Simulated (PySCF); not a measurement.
**SiBr2Cl2 (SMILES Cl[Si](Cl)(Br)Br) at 6 levels**

Wanted: a comparison of 6 runs (HF/STO-3G, HF/def2-SVP, SVWN5/cc-pVDZ, PBE0/def2-SVP, B3LYP/6-31G*, PBE0/6-311G**) of SiBr2Cl2. The job is set up through a Python script.

Program for the calculation: PySCF 2.14.0.

## Step 1: Starting point

SiBr2Cl2 has 5 atoms, charge 0, and is taken as a singlet. As SMILES, `Cl[Si](Cl)(Br)Br`. The coordinates come from a GFN2-xTB relaxation.

Bond lengths: Si1–Br2 2.199 Å, Si1–Br3 2.199 Å, Si1–Cl4 2.009 Å, Si1–Cl5 2.009 Å. Angles: Br2–Si1–Br3 104.0°, Br2–Si1–Cl4 110.2°, Br2–Si1–Cl5 110.2°, Br3–Si1–Cl4 110.2°, Br3–Si1–Cl5 110.2°, Cl4–Si1–Cl5 111.9°.

## Step 2: Energy and forces at HF/STO-3G (run 1)

job.py reads:

```python
from pyscf import gto, scf

mol = gto.M(
    atom='''
Si    -0.141484     0.000378    -0.098889
Br     0.075967    -0.033864     4.051346
Br     3.833045     0.020655    -1.314796
Cl    -1.891465     3.151251    -1.292138
Cl    -1.876063    -3.138419    -1.345523
''',
    unit='bohr',
    max_memory=1860,
    verbose=4,
    basis='sto-3g',
    charge=0,
)

mf = scf.RHF(mol)
mf.conv_tol = 1e-10
mf.kernel()
if not mf.converged:
    mf = mf.newton().run(mf.mo_coeff, mf.mo_occ)

energy = mf.e_tot
print('Final energy', energy)
grad = mf.nuc_grad_method().kernel()
dip = mf.dip_moment()
pop, q = mf.mulliken_pop()
```

Run with:

```bash
$ OMP_NUM_THREADS=1 python job.py
```

What it wrote:

```text
PySCF version 2.14.0

[... 57 lines left out ...]
converged SCF energy = -6284.29183170835
Final energy -6284.291831708352
[... 11 lines left out ...]
Dipole moment(X, Y, Z, Debye):  0.37171, -0.00176,  0.26127
[... 69 lines left out ...]
charge of    4Cl =     -0.30425
```

It took 7.2 s on 1 thread of Intel Xeon at 2.70GHz, shared host; peak memory 0.13 GiB.

## Step 3: Energy and forces at HF/def2-SVP (run 2)

calc.py reads:

```python
# SiBr2Cl2
from pyscf import gto

molecule = gto.M(
    atom='''
Si    -0.141484     0.000378    -0.098889
Br     0.075967    -0.033864     4.051346
Br     3.833045     0.020655    -1.314796
Cl    -1.891465     3.151251    -1.292138
Cl    -1.876063    -3.138419    -1.345523
''',
    unit='bohr',
    basis='def2-svp',
    verbose=3,
    max_memory=1860,
)

mf = molecule.RHF()
mf.conv_tol = 1e-10
mf.kernel()
if not mf.converged:
    mf = mf.newton().run(mf.mo_coeff, mf.mo_occ)

etot = mf.e_tot
print('E(%s) = %.9f' % ('HF', etot))
grad = mf.nuc_grad_method().kernel()
mf.analyze()
```

Run with:

```bash
$ OMP_NUM_THREADS=1 python calc.py
```

What it wrote:

```text
converged SCF energy = -6351.94862081753
[... 15 lines left out ...]
MO #6   energy= -65.1612134949164  occ= 2
[... 13 lines left out ...]
MO #20  energy= -8.06453841551649  occ= 2
[... 13 lines left out ...]
MO #34  energy= -3.21024194266036  occ= 2
[... 13 lines left out ...]
MO #48  energy= -0.71010367985404  occ= 2
[... 13 lines left out ...]
MO #62  energy= 0.166569645993619  occ= 0
[... 13 lines left out ...]
MO #76  energy= 0.713876601367635  occ= 0
[... 13 lines left out ...]
MO #90  energy= 0.982553439204966  occ= 0
[... 13 lines left out ...]
MO #104 energy= 1.34385785981365   occ= 0
[... 13 lines left out ...]
MO #118 energy= 4.13524439582566   occ= 0
[... 6 lines left out ...]
Dipole moment(X, Y, Z, Debye): -0.32127,  0.00089, -0.22360
```

It took 19 s on 1 thread of Intel Xeon at 2.70GHz, shared host; peak memory 0.3 GiB.

## Step 4: Energy and forces at SVWN5/cc-pVDZ (run 3)

run.py reads:

```python
import pyscf.grad
from pyscf import gto, dft

system = gto.M(
    atom='''
Si  -0.074870   0.000200  -0.052330
Br   0.040200  -0.017920   2.143880
Br   2.028360   0.010930  -0.695760
Cl  -1.000920   1.667570  -0.683770
Cl  -0.992770  -1.660780  -0.712020
''',
    max_memory=1860,
    basis='cc-pvdz',
    spin=0,
    verbose=3,
)

calc0 = dft.RKS(system)
calc0.xc = 'svwn'
calc0.grids.level = 5
calc0.conv_tol = 1e-10
calc0.kernel()
if not calc0.converged:
    calc0 = calc0.newton().run(calc0.mo_coeff, calc0.mo_occ)

energy = calc0.e_tot
print(f'total energy: {energy:.8f} hartree')
grad = calc0.Gradients().kernel()
dip = calc0.dip_moment()
pop, q = calc0.mulliken_pop()
```

Run with:

```bash
$ OMP_NUM_THREADS=1 python run.py
```

What it wrote:

```text
converged SCF energy = -6347.14830383666
total energy: -6347.14830384 hartree
[... 8 lines left out ...]
Dipole moment(X, Y, Z, Debye): -0.18362,  0.00053, -0.12739
[... 114 lines left out ...]
charge of    4Cl =     -0.06232
```

Run time: 43 s. Hardware: 1 thread of Intel Xeon at 2.70GHz, shared host; peak memory 0.61 GiB.

Runs 4 to 5 aren't shown in full; the table further down has their settings and results.

## Step 5: Energy and gradient at PBE0/6-311G(d,p) (run 6)

job.py reads:

```python
# SiBr2Cl2
import pyscf.grad
from pyscf import gto, dft

mol = gto.M(
    atom='''
Si    -0.074870     0.000200    -0.052330
Br     0.040200    -0.017920     2.143880
Br     2.028360     0.010930    -0.695760
Cl    -1.000920     1.667570    -0.683770
Cl    -0.992770    -1.660780    -0.712020
''',
    basis='6-311g**',
    verbose=4,
    spin=0,
    max_memory=1860,
)

mf = dft.RKS(mol, xc='pbe0')
mf.conv_tol = 1e-10
mf.grids.level = 5
mf.kernel()
if not mf.converged:
    mf = mf.newton().run(mf.mo_coeff, mf.mo_occ)

etot = mf.e_tot
print('E(%s) = %.9f' % ('PBE0', etot))
grad = mf.Gradients().kernel()
dip = mf.dip_moment()
pop, q = mf.mulliken_pop()
```

Run with:

```bash
$ OMP_NUM_THREADS=1 python job.py
```

What it wrote:

```text
PySCF version 2.14.0

[... 74 lines left out ...]
converged SCF energy = -6357.32414619046
[... 13 lines left out ...]
Dipole moment(X, Y, Z, Debye): -0.04045, -0.00002, -0.02707
[... 172 lines left out ...]
charge of    4Cl =     -0.19416
```

Wall time 86 s (1 thread of Intel Xeon at 2.70GHz, shared host); peak memory 2.1 GiB.

## Step 6: The series

```
run                               level  integration grid  Cartesian functions   energy (Eh)  dipole moment (D)  HOMO energy (eV)  LUMO energy (eV)  wall time
  1                           HF/STO-3G                 –                   no  -6284.291832               0.45             -9.53              5.38      7.2 s
  2                         HF/def2-SVP                 –                   no  -6351.948621               0.39            -11.53              3.18       19 s
  3                       SVWN5/cc-pVDZ                 5                   no  -6347.148304               0.22             -7.34             -2.19       43 s
  4                       PBE0/def2-SVP                 5                   no  -6356.379860               0.32             -8.55             -0.88       47 s
  5  B3LYP/6-31G* (Cartesian functions)                 5                  yes  -6357.834600               0.19             -8.38             -1.53       99 s
  6                       PBE0/6-311G**                 5                   no  -6357.324146               0.05             -8.77             -1.44       86 s
```

## Step 7: Outcome

```
                       quantity           value
            run 6: total energy  -6357.32415 Eh
           run 6: dipole moment          0.05 D
             run 6: HOMO energy        -8.77 eV
             run 6: LUMO energy        -1.44 eV
           run 6: HOMO–LUMO gap         7.33 eV
run 6: largest force on an atom      1.007 eV/Å
```

The dipole moment (its size) runs from 0.05 D (PBE0/6-311G**) to 0.45 D (HF/STO-3G). The two ends differ in method and basis. The two dipoles point in opposite directions. The HOMO–LUMO gap runs from 5.15 eV (SVWN5/cc-pVDZ) to 14.91 eV (HF/STO-3G). Totals of different functionals can't be ranked against each other. In run 1 the basis is minimal, so the values are rough. All runs together took 5 min, the longest 99 s.
